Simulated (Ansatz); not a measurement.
# SiH₄ + NH₃ + NH₃: a complex and its separated parts, part 2 of 3

Ansatz 0.2.0, Gaussian basis. Earlier steps stand in the parts before.

### 11 B3LYP-D4/def2-TZVPP

The inputs:

parta/in.yaml

```yaml
crystal:
  periodic: [false, false, false]
  atoms:
    - {symbol: Si, position_ang: [-1.401108, -1.234573, 0.896726]}
    - {symbol: H, position_ang: [-1.326891, -1.250957, -0.586035]}
    - {symbol: H, position_ang: [-1.762270, -2.587877, 1.389212]}
    - {symbol: H, position_ang: [-0.082435, -0.840699, 1.453832]}
    - {symbol: H, position_ang: [-2.432744, -0.258649, 1.329844]}
basis:
  gaussian: {orbitals: def2-TZVPP}
hamiltonian: {xc: {name: B3LYP}, dispersion: d4}
```

partb/in.yaml

```yaml
crystal:
  periodic: [false, false, false]
  atoms:
    - {symbol: H, position_ang: [0.284344, 1.234517, -0.467605]}
    - {symbol: N, position_ang: [-0.644895, 1.399433, -0.100681]}
    - {symbol: H, position_ang: [-0.565840, 2.137620, 0.587898]}
    - {symbol: H, position_ang: [-1.205063, 1.762168, -0.862227]}
basis:
  gaussian: {orbitals: def2-TZVPP}
hamiltonian: {xc: {name: B3LYP}, dispersion: d4}
```

partc/in.yaml

```yaml
crystal:
  periodic: [false, false, false]
  atoms:
    - {symbol: H, position_ang: [1.902656, -0.584263, -0.200679]}
    - {symbol: N, position_ang: [2.098863, 0.121567, -0.899691]}
    - {symbol: H, position_ang: [3.045858, 0.442670, -0.740149]}
    - {symbol: H, position_ang: [2.089524, -0.340855, -1.800445]}
basis:
  gaussian: {orbitals: def2-TZVPP}
hamiltonian: {xc: {name: B3LYP}, dispersion: d4}
```

Each run has its own folder and the same command.

Command:

```bash
$ ansatz run in.yaml --threads 4 --pin off --events-out ev --progress --plain --max-ram 9574MiB
```

Output in parta (excerpt; [...] marks lines left out):

```text
Functional definition: B3LYP
  name "B3LYP"
  cite "Stephens, Devlin, Chabalowski & Frisch, J. Phys. Chem. 98, 11623 (1994) doi:10.1021/j100096a001"
  cite "Becke, Phys. Rev. A 38, 3098 (1988) doi:10.1103/PhysRevA.38.3098"
  cite "Lee, Yang & Parr, Phys. Rev. B 37, 785 (1988) doi:10.1103/PhysRevB.37.785"
  cite "Vosko, Wilk & Nusair, Can. J. Phys. 58, 1200 (1980) doi:10.1139/p80-159"
[...]
527 factors; their error is unknown
[...]
mean field -7943.47009930 eV, -291.9171418720 hartree, gradient 4.1e-5 eV, S^2 0.000000; 0 other end points of the search recorded, 0 dependent functions left out
reference -7943.47030996 eV, -291.9171496136 hartree; 9, 9 occupied and 89, 89 virtual orbitals, 527 factors
Total energy: -7943.53897556 eV, -291.9196730279 hartree
```

Log of partb (excerpt; [...] marks lines left out):

```text
[... 6 set-up lines as earlier in the session ...]
[...]
332 factors; their error is unknown
[...]
mean field -1539.85469729 eV, -56.5886163743 hartree, gradient 1.4e-5 eV, S^2 0.000000; 0 other end points of the search recorded, 0 dependent functions left out
reference -1539.85483691 eV, -56.5886215052 hartree; 5, 5 occupied and 68, 68 virtual orbitals, 332 factors
Total energy: -1539.87289772 eV, -56.5892852278 hartree
```

Log of partc (excerpt; [...] marks lines left out):

```text
[... 6 set-up lines as earlier in the session ...]
[...]
332 factors; their error is unknown
[...]
mean field -1539.85469659 eV, -56.5886163486 hartree, gradient 2.4e-5 eV, S^2 0.000000; 0 other end points of the search recorded, 0 dependent functions left out
reference -1539.85483622 eV, -56.5886214799 hartree; 5, 5 occupied and 68, 68 virtual orbitals, 332 factors
Total energy: -1539.87289665 eV, -56.5892851885 hartree
```

Wall times: 0.6 s (parta), 0.35 s (partb), 0.25 s (partc) on 4 threads of Arm Neoverse V1, shared host.

### 12 r2SCAN0-D4/def2-TZVPP

Each input of step 11 (parta, partb, partc) changes in the same lines:

```diff
-hamiltonian: {xc: {name: B3LYP}, dispersion: d4}
+hamiltonian: {xc: {name: r2SCAN0}, dispersion: d4}
```

The same command starts each run, in its folder.

Command:

```bash
$ ansatz run in.yaml --threads 4 --pin off --events-out ev --progress --plain --max-ram 9574MiB
```

parta printed (excerpt; [...] marks lines left out):

```text
Functional definition: r2SCAN0
  name "r2SCAN0"
  cite "Bursch, Neugebauer, Ehlert & Grimme, J. Chem. Phys. 156, 134105 (2022) doi:10.1063/5.0086040"
[... 3 set-up lines as earlier in the session ...]
[...]
527 factors; their error is unknown
[...]
mean field -7941.68708226 eV, -291.8516172041 hartree, gradient 3.7e-6 eV, S^2 0.000000; 0 other end points of the search recorded, 0 dependent functions left out
reference -7941.68709071 eV, -291.8516175149 hartree; 9, 9 occupied and 89, 89 virtual orbitals, 527 factors
Total energy: -7941.69815433 eV, -291.8520240954 hartree
```

partb printed (excerpt; [...] marks lines left out):

```text
[... 6 set-up lines as earlier in the session ...]
[...]
332 factors; their error is unknown
[...]
mean field -1538.56923724 eV, -56.5413765890 hartree, gradient 3.7e-5 eV, S^2 0.000000; 0 other end points of the search recorded, 0 dependent functions left out
reference -1538.56924233 eV, -56.5413767759 hartree; 5, 5 occupied and 68, 68 virtual orbitals, 332 factors
Total energy: -1538.57224364 eV, -56.5414870722 hartree
```

partc printed (excerpt; [...] marks lines left out):

```text
[... 6 set-up lines as earlier in the session ...]
[...]
332 factors; their error is unknown
[...]
mean field -1538.56921939 eV, -56.5413759329 hartree, gradient 4.3e-5 eV, S^2 0.000000; 0 other end points of the search recorded, 0 dependent functions left out
reference -1538.56922448 eV, -56.5413761198 hartree; 5, 5 occupied and 68, 68 virtual orbitals, 332 factors
Total energy: -1538.57222573 eV, -56.5414864138 hartree
```

Wall times: 0.75 s (parta), 0.7 s (partb), 0.55 s (partc) on 4 threads of Arm Neoverse V1, shared host.

### 13 BHLYP-D4/def2-TZVPP

The same edit goes into each in.yaml of step 12 (parta, partb, partc):

```diff
-hamiltonian: {xc: {name: r2SCAN0}, dispersion: d4}
+hamiltonian: {xc: {name: BHLYP}, dispersion: d4}
```

Each run has its own folder and the same command.

Command:

```bash
$ ansatz run in.yaml --threads 4 --pin off --events-out ev --progress --plain --max-ram 9574MiB
```

Log of parta (excerpt; [...] marks lines left out):

```text
Functional definition: BHLYP
  name "BHLYP"
  cite "Becke, J. Chem. Phys. 98, 1372 (1993) doi:10.1063/1.464304"
[... 2 set-up lines as earlier in the session ...]
[...]
546 factors; their error is unknown
[...]
mean field -7942.64002520 eV, -291.8866372114 hartree, gradient 4.8e-6 eV, S^2 0.000000; 0 other end points of the search recorded, 0 dependent functions left out
reference -7942.64016781 eV, -291.8866424521 hartree; 9, 9 occupied and 89, 89 virtual orbitals, 546 factors
Total energy: -7942.68775101 eV, -291.8883911025 hartree
```

Output in partb (excerpt; [...] marks lines left out):

```text
[... 5 set-up lines as earlier in the session ...]
[...]
346 factors; their error is unknown
[...]
mean field -1538.73561785 eV, -56.5474909636 hartree, gradient 7.6e-5 eV, S^2 0.000000; 0 other end points of the search recorded, 0 dependent functions left out
reference -1538.73571450 eV, -56.5474945154 hartree; 5, 5 occupied and 68, 68 virtual orbitals, 346 factors
Total energy: -1538.74641465 eV, -56.5478877384 hartree
```

Log of partc (excerpt; [...] marks lines left out):

```text
[... 5 set-up lines as earlier in the session ...]
[...]
346 factors; their error is unknown
[...]
mean field -1538.73562044 eV, -56.5474910588 hartree, gradient 7.6e-5 eV, S^2 0.000000; 0 other end points of the search recorded, 0 dependent functions left out
reference -1538.73571710 eV, -56.5474946109 hartree; 5, 5 occupied and 68, 68 virtual orbitals, 346 factors
Total energy: -1538.74641703 eV, -56.5478878260 hartree
```

Times: 0.35 s (parta), 0.25 s (partb), 0.2 s (partc) on 4 threads of Arm Neoverse V1, shared host.

### 14 CAM-B3LYP-D4/def2-TZVPP

The same edit goes into each in.yaml of step 13 (parta, partb, partc):

```diff
-hamiltonian: {xc: {name: BHLYP}, dispersion: d4}
+hamiltonian: {xc: {name: CAM-B3LYP}, dispersion: d4}
```

Each run has its own folder and the same command.

Command:

```bash
$ ansatz run in.yaml --threads 4 --pin off --events-out ev --progress --plain --max-ram 9574MiB
```

Log of parta (excerpt; [...] marks lines left out):

```text
Functional definition: CAM-B3LYP
  name "CAM-B3LYP"
  cite "Yanai, Tew & Handy, Chem. Phys. Lett. 393, 51 (2004) doi:10.1016/j.cplett.2004.06.011"
  cite "Iikura, Tsuneda, Yanai & Hirao, J. Chem. Phys. 115, 3540 (2001) doi:10.1063/1.1383587"
[... 2 set-up lines as earlier in the session ...]
[...]
  # Exact exchange under (alpha + beta erf(omega r))/r, Becke's under what is left of 1/r.
[...]
527 factors; their error is unknown
147 factors; integrals over basis functions are off by at most 1.2e-5 eV
[...]
mean field -7942.76489322 eV, -291.8912260265 hartree, gradient 9.0e-6 eV, S^2 0.000000; 0 other end points of the search recorded, 0 dependent functions left out
reference -7942.76499569 eV, -291.8912297922 hartree; 9, 9 occupied and 89, 89 virtual orbitals, 527 factors
Total energy: -7942.79916510 eV, -291.8924854947 hartree
```

Log of partb (excerpt; [...] marks lines left out):

```text
[... 6 set-up lines as earlier in the session ...]
[...]
  # Exact exchange under (alpha + beta erf(omega r))/r, Becke's under what is left of 1/r.
[...]
332 factors; their error is unknown
102 factors; integrals over basis functions are off by at most 1.2e-5 eV
[...]
mean field -1539.00932230 eV, -56.5575494164 hartree, gradient 6.4e-5 eV, S^2 0.000000; 0 other end points of the search recorded, 0 dependent functions left out
reference -1539.00939039 eV, -56.5575519186 hartree; 5, 5 occupied and 68, 68 virtual orbitals, 332 factors
Total energy: -1539.01811523 eV, -56.5578725508 hartree
```

partc printed (excerpt; [...] marks lines left out):

```text
[... 6 set-up lines as earlier in the session ...]
[...]
  # Exact exchange under (alpha + beta erf(omega r))/r, Becke's under what is left of 1/r.
[...]
332 factors; their error is unknown
102 factors; integrals over basis functions are off by at most 1.3e-5 eV
[...]
mean field -1539.00933768 eV, -56.5575499817 hartree, gradient 6.4e-5 eV, S^2 0.000000; 0 other end points of the search recorded, 0 dependent functions left out
reference -1539.00940577 eV, -56.5575524841 hartree; 5, 5 occupied and 68, 68 virtual orbitals, 332 factors
Total energy: -1539.01813044 eV, -56.5578731097 hartree
```

They took 0.5 s (parta), 0.3 s (partb), 0.45 s (partc) on 4 threads of Arm Neoverse V1, shared host.

### 15 wB97X-V/def2-TZVPP

Each input of step 14 (parta, partb, partc) changes in the same lines:

```diff
-hamiltonian: {xc: {name: CAM-B3LYP}, dispersion: d4}
+hamiltonian: {xc: {name: wB97X-V}}
```

Each run has its own folder and the same command.

Command:

```bash
$ ansatz run in.yaml --threads 4 --pin off --events-out ev --progress --plain --max-ram 9574MiB
```

Output in parta (excerpt; [...] marks lines left out):

```text
Functional definition: wB97X-V
  name "wB97X-V"
  cite "Mardirossian & Head-Gordon, Phys. Chem. Chem. Phys. 16, 9904 (2014) doi:10.1039/C3CP54374A"
[... 2 set-up lines as earlier in the session ...]
[...]
      + integral(e_c_pw_opposite_spin*poly(b97_u_opposite, cos0, cos1)) + vv10(b, c)
527 factors; their error is unknown
136 factors; integrals over basis functions are off by at most 1.1e-5 eV
[...]
mean field -7941.38119820 eV, -291.8403761722 hartree, gradient 2.9e-5 eV, S^2 0.000000; 0 other end points of the search recorded, 0 dependent functions left out
reference -7941.38119646 eV, -291.8403761083 hartree; 9, 9 occupied and 89, 89 virtual orbitals, 527 factors
Total energy: -7941.38119646 eV, -291.8403761083 hartree
```

Log of partb (excerpt; [...] marks lines left out):

```text
[... 5 set-up lines as earlier in the session ...]
[...]
      + integral(e_c_pw_opposite_spin*poly(b97_u_opposite, cos0, cos1)) + vv10(b, c)
332 factors; their error is unknown
93 factors; integrals over basis functions are off by at most 7.6e-6 eV
[...]
mean field -1539.14323564 eV, -56.5624706411 hartree, gradient 1.3e-5 eV, S^2 0.000000; 0 other end points of the search recorded, 0 dependent functions left out
reference -1539.14323454 eV, -56.5624706006 hartree; 5, 5 occupied and 68, 68 virtual orbitals, 332 factors
Total energy: -1539.14323454 eV, -56.5624706006 hartree
```

Log of partc (excerpt; [...] marks lines left out):

```text
[... 5 set-up lines as earlier in the session ...]
[...]
      + integral(e_c_pw_opposite_spin*poly(b97_u_opposite, cos0, cos1)) + vv10(b, c)
332 factors; their error is unknown
93 factors; integrals over basis functions are off by at most 8.1e-6 eV
[...]
mean field -1539.14323594 eV, -56.5624706522 hartree, gradient 1.3e-5 eV, S^2 0.000000; 0 other end points of the search recorded, 0 dependent functions left out
reference -1539.14323484 eV, -56.5624706117 hartree; 5, 5 occupied and 68, 68 virtual orbitals, 332 factors
Total energy: -1539.14323484 eV, -56.5624706117 hartree
```

Times: 1.1 s (parta), 0.55 s (partb), 0.55 s (partc) on 4 threads of Arm Neoverse V1, shared host.

### 16 wB97M-V/def2-TZVPP

The same edit goes into each in.yaml of step 15 (parta, partb, partc):

```diff
-hamiltonian: {xc: {name: wB97X-V}}
+hamiltonian: {xc: {name: wB97M-V}}
```

Each run has its own folder and the same command.

Command:

```bash
$ ansatz run in.yaml --threads 4 --pin off --events-out ev --progress --plain --max-ram 9574MiB
```

Output in parta (excerpt; [...] marks lines left out):

```text
Functional definition: wB97M-V
  name "wB97M-V"
  cite "Mardirossian & Head-Gordon, J. Chem. Phys. 144, 214110 (2016) doi:10.1063/1.4952647"
[... 2 set-up lines as earlier in the session ...]
  # Of w^i u^j: cxij and so on, Table III.
[...]
  gx(w, u) = 1 - cx + cx01*u + cx10*w
[...]
      + integral(e_c_pw_mod_opposite_spin*gos(b97_w_opposite, b97_u_opposite)) + vv10(b, c)
527 factors; their error is unknown
136 factors; integrals over basis functions are off by at most 1.1e-5 eV
[...]
mean field -7941.54393733 eV, -291.8463567251 hartree, gradient 4.9e-5 eV, S^2 0.000000; 0 other end points of the search recorded, 0 dependent functions left out
reference -7941.54397972 eV, -291.8463582829 hartree; 9, 9 occupied and 89, 89 virtual orbitals, 527 factors
Total energy: -7941.54397972 eV, -291.8463582829 hartree
```

partb printed (excerpt; [...] marks lines left out):

```text
[... 5 set-up lines as earlier in the session ...]
  # Of w^i u^j: cxij and so on, Table III.
[...]
  gx(w, u) = 1 - cx + cx01*u + cx10*w
[...]
      + integral(e_c_pw_mod_opposite_spin*gos(b97_w_opposite, b97_u_opposite)) + vv10(b, c)
332 factors; their error is unknown
93 factors; integrals over basis functions are off by at most 7.6e-6 eV
[...]
mean field -1538.84210777 eV, -56.5514043960 hartree, gradient 5.5e-5 eV, S^2 0.000000; 0 other end points of the search recorded, 0 dependent functions left out
reference -1538.84213465 eV, -56.5514053836 hartree; 5, 5 occupied and 68, 68 virtual orbitals, 332 factors
Total energy: -1538.84213465 eV, -56.5514053836 hartree
```

partc printed (excerpt; [...] marks lines left out):

```text
[... 5 set-up lines as earlier in the session ...]
  # Of w^i u^j: cxij and so on, Table III.
[...]
  gx(w, u) = 1 - cx + cx01*u + cx10*w
[...]
      + integral(e_c_pw_mod_opposite_spin*gos(b97_w_opposite, b97_u_opposite)) + vv10(b, c)
332 factors; their error is unknown
93 factors; integrals over basis functions are off by at most 8.1e-6 eV
[...]
mean field -1538.84209950 eV, -56.5514040921 hartree, gradient 5.5e-5 eV, S^2 0.000000; 0 other end points of the search recorded, 0 dependent functions left out
reference -1538.84212638 eV, -56.5514050797 hartree; 5, 5 occupied and 68, 68 virtual orbitals, 332 factors
Total energy: -1538.84212638 eV, -56.5514050797 hartree
```

They took 1 s (parta), 0.7 s (partb), 0.55 s (partc) on 4 threads of Arm Neoverse V1, shared host.

### 17 B2PLYP/def2-TZVPP

Each input of step 16 (parta, partb, partc) changes in the same lines:

```diff
-hamiltonian: {xc: {name: wB97M-V}}
+hamiltonian: {xc: {name: B2PLYP}}
```

Each run has its own folder and the same command.

Command:

```bash
$ ansatz run in.yaml --threads 4 --pin off --events-out ev --progress --plain --max-ram 9574MiB
```

parta printed (excerpt; [...] marks lines left out):

```text
Functional definition: B2PLYP
  name "B2PLYP"
  cite "Grimme, J. Chem. Phys. 124, 034108 (2006) doi:10.1063/1.2148954"
[... 2 set-up lines as earlier in the session ...]
[...]
537 factors; integrals over basis functions are off by at most 9.5e-4 eV
[...]
mean field -7937.89719837 eV, -291.7123415402 hartree, gradient 2.5e-6 eV, S^2 0.000000; 0 other end points of the search recorded, 0 dependent functions left out
5 core orbitals not correlated: weight in the atoms' cores, before any rotation towards them, 1.000 or more for the frozen orbitals, at most 0.000 for the correlated occupied ones
reference -7937.89733152 eV, -291.7123464334 hartree; 4, 4 occupied and 89, 89 virtual orbitals, 537 factors
second order -4.78242892 eV of doubles, -0.00000000 eV of singles
Total energy: -7939.18858733 eV, -291.7597992091 hartree
```

Log of partb (excerpt; [...] marks lines left out):

```text
[... 5 set-up lines as earlier in the session ...]
[...]
416 factors; integrals over basis functions are off by at most 1.0e-3 eV
[...]
mean field -1536.38011884 eV, -56.4609279716 hartree, gradient 8.3e-6 eV, S^2 0.000000; 0 other end points of the search recorded, 0 dependent functions left out
1 core orbitals not correlated: weight in the atoms' cores, before any rotation towards them, 1.000 or more for the frozen orbitals, at most 0.000 for the correlated occupied ones
reference -1536.38020907 eV, -56.4609312874 hartree; 4, 4 occupied and 68, 68 virtual orbitals, 416 factors
second order -7.62103858 eV of doubles, -0.00000000 eV of singles
Total energy: -1538.43788949 eV, -56.5365496479 hartree
```

Log of partc (excerpt; [...] marks lines left out):

```text
[... 5 set-up lines as earlier in the session ...]
[...]
416 factors; integrals over basis functions are off by at most 1.1e-3 eV
[...]
mean field -1536.38012223 eV, -56.4609280961 hartree, gradient 8.4e-6 eV, S^2 0.000000; 0 other end points of the search recorded, 0 dependent functions left out
1 core orbitals not correlated: weight in the atoms' cores, before any rotation towards them, 1.000 or more for the frozen orbitals, at most 0.000 for the correlated occupied ones
reference -1536.38021246 eV, -56.4609314121 hartree; 4, 4 occupied and 68, 68 virtual orbitals, 416 factors
second order -7.62098721 eV of doubles, -0.00000000 eV of singles
Total energy: -1538.43787901 eV, -56.5365492630 hartree
```

They took 0.5 s (parta), 0.35 s (partb), 0.35 s (partc) on 4 threads of Arm Neoverse V1, shared host.

### 18 PBE-QIDH/def2-TZVPP

The same edit goes into each in.yaml of step 17 (parta, partb, partc):

```diff
-hamiltonian: {xc: {name: B2PLYP}}
+hamiltonian: {xc: {name: PBE-QIDH}}
```

The same command starts each run, in its folder.

Command:

```bash
$ ansatz run in.yaml --threads 4 --pin off --events-out ev --progress --plain --max-ram 9574MiB
```

Log of parta (excerpt; [...] marks lines left out):

```text
Functional definition: PBE-QIDH
  name "PBE-QIDH"
  cite "Brémond, Sancho-García, Pérez-Jiménez & Adamo, J. Chem. Phys. 141, 031101 (2014) doi:10.1063/1.4890314"
[... 1 set-up line as earlier in the session ...]
[...]
537 factors; integrals over basis functions are off by at most 9.5e-4 eV
[...]
mean field -7935.34608220 eV, -291.6185897501 hartree, gradient 4.6e-6 eV, S^2 0.000000; 0 other end points of the search recorded, 0 dependent functions left out
5 core orbitals not correlated: weight in the atoms' cores, before any rotation towards them, 1.000 or more for the frozen orbitals, at most 0.000 for the correlated occupied ones
reference -7935.34609278 eV, -291.6185901388 hartree; 4, 4 occupied and 89, 89 virtual orbitals, 537 factors
second order -4.44768745 eV of doubles, -0.00000000 eV of singles
Total energy: -7936.82865526 eV, -291.6730733051 hartree
```

Output in partb (excerpt; [...] marks lines left out):

```text
[... 4 set-up lines as earlier in the session ...]
[...]
416 factors; integrals over basis functions are off by at most 1.0e-3 eV
[...]
mean field -1535.33270422 eV, -56.4224361942 hartree, gradient 2.1e-6 eV, S^2 0.000000; 0 other end points of the search recorded, 0 dependent functions left out
1 core orbitals not correlated: weight in the atoms' cores, before any rotation towards them, 1.000 or more for the frozen orbitals, at most 0.000 for the correlated occupied ones
reference -1535.33271099 eV, -56.4224364429 hartree; 4, 4 occupied and 68, 68 virtual orbitals, 416 factors
second order -7.10230347 eV of doubles, -0.00000000 eV of singles
Total energy: -1537.70014548 eV, -56.5094380556 hartree
```

Log of partc (excerpt; [...] marks lines left out):

```text
[... 4 set-up lines as earlier in the session ...]
[...]
416 factors; integrals over basis functions are off by at most 1.1e-3 eV
[...]
mean field -1535.33270176 eV, -56.4224361037 hartree, gradient 2.2e-6 eV, S^2 0.000000; 0 other end points of the search recorded, 0 dependent functions left out
1 core orbitals not correlated: weight in the atoms' cores, before any rotation towards them, 1.000 or more for the frozen orbitals, at most 0.000 for the correlated occupied ones
reference -1535.33270852 eV, -56.4224363523 hartree; 4, 4 occupied and 68, 68 virtual orbitals, 416 factors
second order -7.10225860 eV of doubles, -0.00000000 eV of singles
Total energy: -1537.70012806 eV, -56.5094374155 hartree
```

Wall times: 0.5 s (parta), 0.35 s (partb), 0.35 s (partc) on 4 threads of Arm Neoverse V1, shared host.

[end of part 2 of 3]
